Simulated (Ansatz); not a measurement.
# Ge (bcc type): how the settings move a single-point run

How sensitive is a single-point run of Ge (bcc type) to its settings? A reference run comes first, then one run with altered input.

Method: reference: DFT, LDA, PAW with Ansatz's default frozen-core files, scalar-relativistic, in Ansatz 0.2.0.

2 further runs of the same task are left out: 1 that didn't finish, 1 set aside as unsound or not needed. Runs told in other sessions of the task aren't counted.

### 1 The system as given

Symmetry: Im-3m, No. 229, cubic system. The conventional cell has a = 2.526 Å, b = 2.526 Å, c = 2.526 Å, α = 90.00°, β = 90.00°, γ = 90.00°. Ge (site symmetry m-3m) is surrounded by 8 Ge at 2.19 Å.

Structure file:

```cif
data_structure
_symmetry_space_group_name_H-M 'P 1'
_symmetry_Int_Tables_number 1
_cell_length_a 2.1874
_cell_length_b 2.1874
_cell_length_c 2.1874
_cell_angle_alpha 109.471
_cell_angle_beta 109.471
_cell_angle_gamma 109.471
_cell_volume 8.06
loop_
_atom_site_label
_atom_site_type_symbol
_atom_site_fract_x
_atom_site_fract_y
_atom_site_fract_z
_atom_site_occupancy
Ge1 Ge 0.00000 0.00000 0.00000 1
```

### 2 Reference

File input.yaml:

```yaml
crystal:
  lattice:
    - [-1.2629098012, 1.2629098012, 1.2629098012]
    - [1.2629098012, -1.2629098012, 1.2629098012]
    - [1.2629098012, 1.2629098012, -1.2629098012]
  atoms:
    - { symbol: Ge, position: [0.0, 0.0, 0.0] }
kpoints:
  mp_grid: { grid: [18, 18, 18] }
scf:
  occupations: { method: fermi_dirac, width: 0.1 }
hamiltonian:
  xc: lda
  pseudopotentials: { kind: paw }
output:
  forces: true
  stress: true
  eigenvalues: true
  populations: true
```

On the command line:

```bash
$ ansatz run input.yaml --threads 1 --pin off --max-ram 2048MiB --backend cpu --events-out ev --progress --plain --runs-dir out
```

### 3 Changing settings: mp_grid.grid [12, 12, 12], mp_grid.shift [0.5, 0.5, 0.5], occupations.method cold, occupations.width 0.001

Changes to input.yaml since step 2:

```diff
@@ -8,5 +8,5 @@
 kpoints:
-  mp_grid: { grid: [18, 18, 18] }
+  mp_grid: { grid: [12, 12, 12], shift: [0.5, 0.5, 0.5] }
 scf:
-  occupations: { method: fermi_dirac, width: 0.1 }
+  occupations: { method: cold, width: 0.001 }
 hamiltonian:
@@ -19 +19,5 @@
   populations: true
+  write_density: true
+  write_potential: true
+  elf: true
+  volumetric_format: npy
```

Q: Predict the outcome of this session. Wanted: for each run, ending; energy change; pressure; gap; force.

The runs gave:

```tsv
run	ending	energy change	pressure (GPa)	gap (eV)	force (eV/Å)	cycles	time
reference	converged	0	381.3	0.00	0.00	6	1.9 s
1: mp_grid.grid [12, 12, 12], mp_grid.shift [0.5, 0.5, 0.5], occupations.method cold, occupations.width 0.001	converged	-6.6 meV/atom (σ→0)	382.0	0.01	0.00	8	1.1 s
```

Times don't compare one to one where runs were asked for different outputs or read a saved state (see the inputs); cycles may leave out searches for a lower state.

Residual by cycle in the longest SCF loop of each run; runs are numbered as in the table. The quantity is the density residual dr2, in eV.

```tsv
cycle	reference	run 1
1	0.05	0.0501
2	0.00984	0.00989
3	5.9e-4	6.0e-4
4	1.7e-6	1.9e-6
5	3.7e-9	1.9e-9
6	1.1e-12	1.2e-12
7	-	2.9e-14
8	-	2.0e-13
```

**Reading.** Changing the k-point mesh and smearing moves the energy by -6.6 meV/atom (σ→0 values), and the pressure goes from 381.3 to 382.0 GPa. More than one kind of setting changed, and this run alone doesn't tell their shares apart. The structure is not at rest: the sound run finds 381 GPa, so these are no properties of the relaxed crystal. 
